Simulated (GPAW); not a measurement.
# TiCoN2 (P6_3/mmc) in GPAW: a series of runs

One crystal, TiCoN2, is run at these levels: PBEsol, LDA; tasks: band structure.

All numbers are computed with GPAW 26.7.0; they aren't measurements. Logs are shortened: lines on timing, memory, paths and dates and some standing lists are left out, and cuts for length are marked. The log counts tension as positive stress, the text compression.

## Step 1: Starting point

The structure is hexagonal, space group P6_3/mmc (No. 194). Conventional cell: a = 2.947 Å, b = 2.947 Å, c = 9.420 Å, α = 90.00°, β = 90.00°, γ = 120.00°. Co (site symmetry -3m) has 6 N at 2.03 Å as nearest neighbours. Ti (site symmetry -6m2) has 6 N at 2.11 Å as nearest neighbours. N (site symmetry 3m) is surrounded by 3 Co at 2.03 Å and 3 Ti at 2.11 Å.

The cell comes from a database or a generator and needn't be the stable form of this composition.

## Step 2: Band structure, PBEsol, collinear spin, ferromagnetic start

run.py reads:

```python
from ase import Atoms
from ase.dft.bandgap import bandgap
from ase.io import write
from ase.units import GPa
from gpaw import GPAW, PW, setup_paths

setup_paths.insert(0, '.')

atoms = Atoms(['Co', 'Co', 'Ti', 'Ti', 'N', 'N', 'N', 'N'],
              cell=[[2.9468691999, 0.0, 0.0],
                    [-1.4734345999, 2.5520635887, 0.0],
                    [0.0, 0.0, 9.420236]],
              scaled_positions=[[0.0, 0.0, 0.5],
                                [0.0, 0.0, 0.0],
                                [0.3333333333, 0.6666666667, 0.75],
                                [0.6666666667, 0.3333333333, 0.25],
                                [0.6666666667, 0.3333333333, 0.616725],
                                [0.3333333333, 0.6666666667, 0.383275],
                                [0.3333333333, 0.6666666667, 0.116725],
                                [0.6666666667, 0.3333333333, 0.883275]],
              pbc=True)
atoms.set_initial_magnetic_moments([2.0, 2.0, 1.0, 1.0, 0.0, 0.0, 0.0, 0.0])

calc = GPAW(mode=PW(800),
            xc='PBEsol',
            kpts={'size': (7, 7, 2), 'gamma': True},
            occupations={'name': 'fermi-dirac', 'width': 0.05},
            nbands=57,
            convergence={'density': 1e-05, 'energy': 1e-05},
            maxiter=150,
            txt='gpaw.txt')
atoms.calc = calc
energy = atoms.get_potential_energy()
forces = atoms.get_forces()
stress = atoms.get_stress()
calc.write('gs.gpw')
write('result.traj', atoms)
print(f'Energy: {energy:.6f} eV')
print('Forces (eV/A):')
print(forces.round(4))
print('Stress (GPa):', (stress / GPa).round(3))
print('Moments:', calc.get_magnetic_moments().round(3))
print('Fermi level:', round(calc.get_fermi_level(), 4), 'eV')
print(f'Gap: {bandgap(calc)[0]:.4f} eV, direct: {bandgap(calc, direct=True)[0]:.4f} eV')

path = atoms.cell.bandpath('GMKGALHA,LM,KH', npoints=60, eps=1e-4)
bs_calc = calc.fixed_density(kpts=path, symmetry='off', nbands=79,
                             convergence={'bands': 'CBM+6.0', 'eigenstates': 1e-6}, txt='bands.txt')
bs = bs_calc.band_structure()
bs.write('bs.json')
print(f'Gap on the path: {bandgap(bs_calc)[0]:.4f} eV')
```

Potentials or basis: PAW data sets generated in the run's folder for this functional, pw.

Started as:

```
$ gpaw-setup -f PBEsol Co N Ti
$ OMP_NUM_THREADS=1 python run.py
```

gpaw.txt:

```text
__  _  _
 | _ |_)|_||  |
 |__||  | ||/\| - 26.7.0

Input parameters:
  mode=PW(ecut=800.0),
  convergence={'density': 1e-05, 'energy': 1e-05},
  kpts=MonkhorstPack(size=(7, 7, 2), gamma=True),
  maxiter=150,
  nbands=57,
  occupations=Occupations(name='fermi-dirac', width=0.05),
  xc=XC(name='PBEsol')

Diagonalizing LCAO Hamiltonian
Converting LCAO to pw mode

           N
        Ti

           N

       Co
        N

           Ti
        N

       Co

Atoms  # Å, Bohr magnetons
|   | symbol |         x |        y |        z |    initial magnetic moments |
|---|--------|-----------|----------|----------|-----------------------------|
| 0 |     Co |  0.000000 | 0.000000 | 4.710118 | ( 0.0000,  0.0000,  2.0000) |
| 1 |     Co |  0.000000 | 0.000000 | 0.000000 | ( 0.0000,  0.0000,  2.0000) |
| 2 |     Ti | -0.000000 | 1.701376 | 7.065177 | ( 0.0000,  0.0000,  1.0000) |
| 3 |     Ti |  1.473435 | 0.850688 | 2.355059 | ( 0.0000,  0.0000,  1.0000) |
| 4 |      N |  1.473435 | 0.850688 | 5.809695 | ( 0.0000,  0.0000,  0.0000) |
| 5 |      N | -0.000000 | 1.701376 | 3.610541 | ( 0.0000,  0.0000,  0.0000) |
| 6 |      N | -0.000000 | 1.701376 | 1.099577 | ( 0.0000,  0.0000,  0.0000) |
| 7 |      N |  1.473435 | 0.850688 | 8.320659 | ( 0.0000,  0.0000,  0.0000) |

Unit cell  # Å
| periodic |         x |        y |        z |  lengths |     angles |
|----------|-----------|----------|----------|----------|------------|
|      yes |  2.946869 | 0.000000 | 0.000000 | 2.946869 |  90.000000 |
|      yes | -1.473435 | 2.552064 | 0.000000 | 2.946869 |  90.000000 |
|      yes |  0.000000 | 0.000000 | 9.420236 | 9.420236 | 120.000000 |

Number of symmetries: 12
Symmetry operations  # r_c * U_cc + t_c -> r_c
|    | kind |            matrix            |
|----|------|------------------------------|
|  0 |  σ   |  1, 1, 0,  0,-1, 0,  0, 0, 1 |
|  1 |  S6  |  1, 1, 0, -1, 0, 0,  0, 0,-1 |
|  2 |  E   |  1, 0, 0,  0, 1, 0,  0, 0, 1 |
|  3 |  C2  |  1, 0, 0, -1,-1, 0,  0, 0,-1 |
|  4 |  C2  |  0, 1, 0,  1, 0, 0,  0, 0,-1 |
|  5 |  C3  |  0, 1, 0, -1,-1, 0,  0, 0, 1 |
|  6 |  S6  |  0,-1, 0,  1, 1, 0,  0, 0,-1 |
|  7 |  σ   |  0,-1, 0, -1, 0, 0,  0, 0, 1 |
|  8 |  σ   | -1, 0, 0,  1, 1, 0,  0, 0, 1 |
|  9 |  i   | -1, 0, 0,  0,-1, 0,  0, 0,-1 |
| 10 |  C3  | -1,-1, 0,  1, 0, 0,  0, 0, 1 |
| 11 |  C2  | -1,-1, 0,  0, 1, 0,  0, 0,-1 |

BZ-sampling:
  Number of BZ points: 98
  Number of IBZ points: 16

  Monkhorst-Pack size: [7, 7, 2]
  Monkhorst-Pack shift: [0.0, 0.0, 0.25]

K-points  # in reciprocal-cell coordinates
|     |                                coordinates |     weight |
|-----|--------------------------------------------|------------|
|   0 | (  0.00000000,   0.00000000,   0.00000000) | 0.01020408 |
|   1 | (  0.00000000,   0.00000000,   0.50000000) | 0.01020408 |
[... 130 lines left out ...]
    width: 0.0500  # eV

poisson solver:
  ecut: 6400.0  # eV

xc functional:
  name: PBEsol with 2 nearest neighbor stencil

convergence criteria:
- Maximum integral of absolute [dens]ity change: 1e-05 electrons / valence electron
- Maximum [total energy] change in last 3 cyles: 1e-05 eV / valence electron
- Maximum integral of absolute [eigenst]ate change: 4e-08 eV^2 / valence electron
maximum number of iterations: 150

SCF iterations
|iter     | |      energy | eigst |  dens |  magmom |
|---------|-|-------------|-------|-------|---------|
|iter:   1| |  -76.911844 | +0.38 |       |  +6.0072|
|iter:   2| |  -74.809857 | -1.43 | -0.78 |  +5.8807|
|iter:   3| |  -76.397924 | -0.57 | -0.85 |  +5.1943|
|iter:   4| |  -71.975607 | -1.43 | -0.82 |  +4.9753|
|iter:   5| |  -71.910288 | -2.12 | -1.08 |  +4.1756|
|iter:   6| |  -72.480243 | -2.12 | -1.32 |  +3.0387|
|iter:   7| |  -72.946425 | -2.18 | -1.27 |  +2.4067|
|iter:   8| |  -72.496508 | -2.07 | -1.21 |  +1.7325|
|iter:   9| |  -72.328374 | -2.47 | -1.44 |  +1.3341|
|iter:  10| |  -72.331825 | -2.70 | -1.76 |  +0.9925|
|iter:  11| |  -72.340910 | -3.04 | -1.92 |  +0.4151|
|iter:  12| |  -72.349505 | -3.29 | -2.02 |  +0.0879|
|iter:  13| |  -72.351060 | -4.40 | -2.56 |  +0.1918|
|iter:  14| |  -72.351730 | -4.64 | -2.84 |  +0.1061|
|iter:  15| |  -72.351952 | -5.15 | -3.08 |  +0.0595|
|iter:  16| |  -72.352034c| -5.15 | -3.30 |  +0.0059|
|iter:  17| |  -72.352069c| -5.70 | -3.34 |  +0.0016|
|iter:  18| |  -72.352076c| -6.49 | -3.59 |  +0.0020|
|iter:  19| |  -72.352075c| -7.12 | -3.92 |  +0.0018|
|iter:  20| |  -72.352077c| -7.19 | -4.09 |  +0.0029|
|iter:  21| |  -72.352077c| -7.68c| -4.57 |  +0.0017|
|iter:  22| |  -72.352077c| -7.67c| -4.72 |  +0.0013|
|iter:  23| |  -72.352077c| -7.87c| -4.79 |  +0.0008|
|iter:  24| |  -72.352077c| -8.23c| -5.18c|  +0.0003|

Converged in 24 steps
Energy contributions relative to reference atoms: (reference = -128037.096638)

Energy contributions:
  Kinetic:          58.372849
  Coulomb:         -57.282788
  Zero:              0.335851
  External:          0.000000
  Xc:              -73.754731
  Entropy:          -0.046515
  Spinorbit:         0.000000
  ----------------------------
  Free energy:     -72.375335
  Extrapolated:    -72.352077

dipole moment: (-7.952429, -13.774011, -25.421472)  # |e|*Ang

Total magnetic moment: (0.000000, 0.000000, 0.000257)

Local magnetic moments
|        x |        y |        z |
|----------|----------|----------|
| 0.000000 | 0.000000 | 0.000033 |  # Co   0
| 0.000000 | 0.000000 | 0.000016 |  # Co   1
| 0.000000 | 0.000000 | 0.000052 |  # Ti   2
| 0.000000 | 0.000000 | 0.000052 |  # Ti   3
| 0.000000 | 0.000000 | 0.000008 |  # N    4
| 0.000000 | 0.000000 | 0.000008 |  # N    5
| 0.000000 | 0.000000 | 0.000012 |  # N    6
| 0.000000 | 0.000000 | 0.000012 |  # N    7

Fermi level: 11.657
Eigenvalues  # (at kpt = [0.000, 0.000, 0.000])
| band index |      eig [eV] | occ [0-1] |      eig [eV] | occ [0-1] |
|------------|---------------|-----------|---------------|-----------|
|          0 |       -45.572 |     1.000 |       -45.572 |     1.000 |
|        ... |               |           |               |           |
|         24 |         9.698 |     1.000 |         9.698 |     1.000 |
|         25 |         9.707 |     1.000 |         9.707 |     1.000 |
|         26 |         9.708 |     1.000 |         9.708 |     1.000 |
|         27 |         9.846 |     1.000 |         9.846 |     1.000 |
|         28 |        10.933 |     1.000 |        10.933 |     1.000 |
|         29 |        11.080 |     1.000 |        11.080 |     1.000 |
[... 8 lines left out ...]
|         38 |        14.306 |     0.000 |        14.306 |     0.000 |
|         39 |        14.306 |     0.000 |        14.306 |     0.000 |
|        ... |               |           |               |           |
|         56 |        29.263 |     0.000 |        29.263 |     0.000 |

No gap
No difference between direct/indirect transitions

Forces  # eV/Ang
|        x |        y |        z |
|----------|----------|----------|
| -0.00000 |  0.00000 |  0.00000 |  # Co   0
| -0.00000 | -0.00000 |  0.00000 |  # Co   1
|  0.00000 |  0.00000 | -0.00000 |  # Ti   2
| -0.00000 |  0.00000 |  0.00000 |  # Ti   3
|  0.00000 | -0.00000 | -0.12688 |  # N    4
|  0.00000 |  0.00000 |  0.12688 |  # N    5
| -0.00000 |  0.00000 | -0.12650 |  # N    6
|  0.00000 | -0.00000 |  0.12650 |  # N    7

Stress tensor  # eV/Ang^3
|         x |         y |         z |
|-----------|-----------|-----------|
|  0.068023 | -0.000000 |  0.000000 |
| -0.000000 |  0.068023 | -0.000000 |
|  0.000000 | -0.000000 |  0.068667 |

# Writing to gs.gpw (mode='')
```

Wall time 6.6 min (1 thread of Intel Xeon Platinum 8559C (Emerald Rapids), shared host); peak memory 1 GiB.

Results:

* Free energy: -72.3753 eV
* Pressure: -10.9 GPa
* Largest force: 0.127 eV/Å
* Band gap along the path: none (metal or under the smearing width)
* Net moment: 0.00 μB per cell

Forces on the atoms (eV/Å):
```
Co   0.000  0.000  0.000
Co   0.000  0.000  0.000
Ti   0.000  0.000  0.000
Ti   0.000  0.000  0.000
N    0.000  0.000 -0.127
N    0.000  0.000  0.127
N    0.000  0.000 -0.127
N    0.000  0.000  0.127
```

Levels at the corners of the path, in eV from the Fermi level:
Spin up:
```
point  band 26  band 27  band 28  band 29  band 30  band 31  band 32  band 33  band 34  band 35
    Γ    -1.95    -1.95    -1.81    -0.72    -0.58    -0.58    -0.53     0.17     0.17     1.05
    M    -1.72    -1.16    -1.13    -0.88    -0.74     0.02     0.05     0.48     0.92     1.34
    K    -1.45    -1.01    -1.01    -0.61    -0.61     0.39     0.49     0.66     0.66     1.23
    Γ    -1.95    -1.95    -1.81    -0.72    -0.58    -0.58    -0.53     0.17     0.17     1.05
    A    -1.85    -1.85    -1.85    -0.65    -0.65    -0.24    -0.24    -0.24    -0.24     1.23
    L    -1.98    -1.14    -1.14    -0.81    -0.81     0.28     0.28     0.47     0.47     1.40
    H    -1.51    -0.95    -0.95    -0.70    -0.70     0.43     0.43     0.81     0.81     1.11
    A    -1.85    -1.85    -1.85    -0.65    -0.65    -0.24    -0.24    -0.24    -0.24     1.23
    L    -1.98    -1.14    -1.14    -0.81    -0.81     0.28     0.28     0.47     0.47     1.40
    M    -1.72    -1.16    -1.13    -0.88    -0.74     0.02     0.05     0.48     0.92     1.34
    K    -1.45    -1.01    -1.01    -0.61    -0.61     0.39     0.49     0.66     0.66     1.23
    H    -1.51    -0.95    -0.95    -0.70    -0.70     0.43     0.43     0.81     0.81     1.11
```
Spin down:
```csv
point,band 26,band 27,band 28,band 29,band 30,band 31,band 32,band 33,band 34,band 35
Γ,-1.95,-1.95,-1.81,-0.72,-0.58,-0.58,-0.53,0.17,0.17,1.05
M,-1.72,-1.16,-1.13,-0.88,-0.74,0.02,0.05,0.48,0.92,1.34
K,-1.45,-1.01,-1.01,-0.61,-0.61,0.39,0.49,0.66,0.66,1.23
Γ,-1.95,-1.95,-1.81,-0.72,-0.58,-0.58,-0.53,0.17,0.17,1.05
A,-1.85,-1.85,-1.84,-0.65,-0.65,-0.24,-0.24,-0.24,-0.24,1.23
L,-1.98,-1.14,-1.14,-0.81,-0.81,0.28,0.28,0.47,0.47,1.40
H,-1.51,-0.95,-0.95,-0.70,-0.70,0.43,0.43,0.81,0.81,1.11
A,-1.85,-1.85,-1.84,-0.65,-0.65,-0.24,-0.24,-0.24,-0.24,1.23
L,-1.98,-1.14,-1.14,-0.81,-0.81,0.28,0.28,0.47,0.47,1.40
M,-1.72,-1.16,-1.13,-0.88,-0.74,0.02,0.05,0.48,0.92,1.34
K,-1.45,-1.01,-1.01,-0.61,-0.61,0.39,0.49,0.66,0.66,1.23
H,-1.51,-0.95,-0.95,-0.70,-0.70,0.43,0.43,0.81,0.81,1.11
```

Caveat: the starting moments collapsed, and a magnetic state may lie lower.

(Continued in part 2 of 2.)
